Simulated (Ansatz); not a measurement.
# CuSi16: the cost of one run

All numbers below are computed with Ansatz 0.2.0 (DFT PBE, plane waves, PAW, scalar-relativistic, no spin polarisation).

## (1) Starting point

The cell holds 17 atoms (CuSi16): a = 7.679 Å, b = 7.679 Å, c = 7.679 Å, α = 60.00°, β = 60.00°, γ = 60.00°.

The coordinates stand in the first input below.

## (2) Preparing the start

Input file input.yaml:

```yaml
crystal:
  lattice:
    - [0.0, 5.43, 5.43]
    - [5.43, 0.0, 5.43]
    - [5.43, 5.43, 0.0]
  atoms:
    - { symbol: Si, position: [0.0, 0.0, 0.0] }
    - { symbol: Si, position: [0.125, 0.125, 0.125] }
    - { symbol: Si, position: [0.0, 0.0, 0.5] }
    - { symbol: Si, position: [0.125, 0.125, 0.625] }
    - { symbol: Si, position: [0.0, 0.5, 0.0] }
    - { symbol: Si, position: [0.125, 0.625, 0.125] }
    - { symbol: Si, position: [0.0, 0.5, 0.5] }
    - { symbol: Si, position: [0.125, 0.625, 0.625] }
    - { symbol: Si, position: [0.5, 0.0, 0.0] }
    - { symbol: Si, position: [0.625, 0.125, 0.125] }
    - { symbol: Si, position: [0.5, 0.0, 0.5] }
    - { symbol: Si, position: [0.625, 0.125, 0.625] }
    - { symbol: Si, position: [0.5, 0.5, 0.0] }
    - { symbol: Si, position: [0.625, 0.625, 0.125] }
    - { symbol: Si, position: [0.5, 0.5, 0.5] }
    - { symbol: Si, position: [0.625, 0.625, 0.625] }
    - { symbol: Cu, position: [0.7531967, 0.2457212, 0.7469622] }
total_charge: 1
basis:
  ecutwfc: 420.0
kpoints:
  mp_grid: { grid: [2, 2, 2] }
hamiltonian:
  xc: pbe
  pseudopotentials: { kind: paw, azcp: { folder: soft_1 } }
scf:
  occupations: { method: fermi_dirac, width: 0.02 }
  lower_state_search: "off"
relax:
  f_tol: 0.08
  max_steps: 25
  adjacent_minimum: "off"
```

Command:

```
$ ansatz run input.yaml --threads 1 --pin off --max-ram 3072MiB --backend cpu --events-out ev --progress --plain --runs-dir out
```

Q: Estimate wall time and peak memory on 1 thread of Arm Neoverse V2, shared host.

About 66 s, with a peak of 0.56 GiB.
